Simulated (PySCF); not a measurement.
**ZnF: from the state search to spectroscopic constants**

The task here is to estimate one member of a computed series from the others.

Method: Zn x2c-SVPall, F x2c-SVPall, spin-free X2C with a Gaussian nucleus; program: PySCF 2.14.0.

The first run:

The job is set up so:

| Quantity | Value |
| --- | --- |
| atoms | Zn, F |
| charge | 0 |
| basis | Zn x2c-SVPall, F x2c-SVPall |
| Hamiltonian | spin-free X2C with a Gaussian nucleus |
| basis functions | 50 |
| electrons treated | 39 |
| masses in u | 63.9291, 18.9984 |
| levels | PBE0, PBE, r²SCAN, B97-3, M06, PW91, HF, MP2, SCS-MP2, CCSD, CCSD(T) |
| grid | 80 radial by 434 angular points |
| occupations | held fixed by the projection of orbital angular momentum |
| dissociation limit | Zn + F, each in its ground configuration |
| starting distance in angstrom | 1.805 |
| values of 2S to try | 1, 3 |

Launch:

```console
OMP_NUM_THREADS=1 python dia.py task.json out
```

Steps of the session up to this table: Input; First curve: PBE0; PBE (GGA); r²SCAN (meta-GGA); B97-3 (global hybrid GGA); M06; PW91; UHF (mean field); Adding correlation.

One table of the session follows, with a row left open; its other results are not shown here.

Energy (eV) from each level's lowest point:

| R (Å) | UHF | UHF-MP2 | UHF-SCS-MP2 | UHF-CCSD | UHF-CCSD(T) |
| --- | --- | --- | --- | --- | --- |
| 1.538 | 1.065 | 1.018 | 1.039 | n/a | n/a |
| 1.610 | 0.460 | 0.442 | 0.455 | 0.454 | 0.460 |
| 1.682 | 0.136 | 0.130 | 0.137 | 0.137 | 0.141 |
| 1.735 | 0.026 | 0.024 | 0.027 | 0.027 | 0.029 |
| 1.789 | 0.000 | 0.000 | 0.000 | 0.000 | 0.000 |
| 1.843 | 0.039 | 0.040 | 0.037 | 0.036 | 0.034 |
| 1.914 | 0.164 | 0.167 | 0.159 | 0.157 | 0.151 |
| 2.004 | ? | ? | ? | ? | ? |
| 2.111 | 0.749 | 0.764 | 0.745 | 0.731 | 0.713 |
| 2.254 | 1.259 | 1.287 | 1.261 | n/a | n/a |

Estimate the missing values for R (Å) = 2.004.

Worked estimate for «UHF». A straight line through the neighbours (1.914, 0.164) and (2.111, 0.749) gives 0.164 + (0.749 − 0.164) × (2.004 − 1.914) / (2.111 − 1.914) = 0.431; a parabola fitted to 4 rows on both sides gives 0.412.

The run gave: UHF: 0.400; UHF-MP2: 0.407; UHF-SCS-MP2: 0.394; UHF-CCSD: 0.388; UHF-CCSD(T): 0.377. In «UHF» the line misses by +0.031 and the parabola by +0.012.
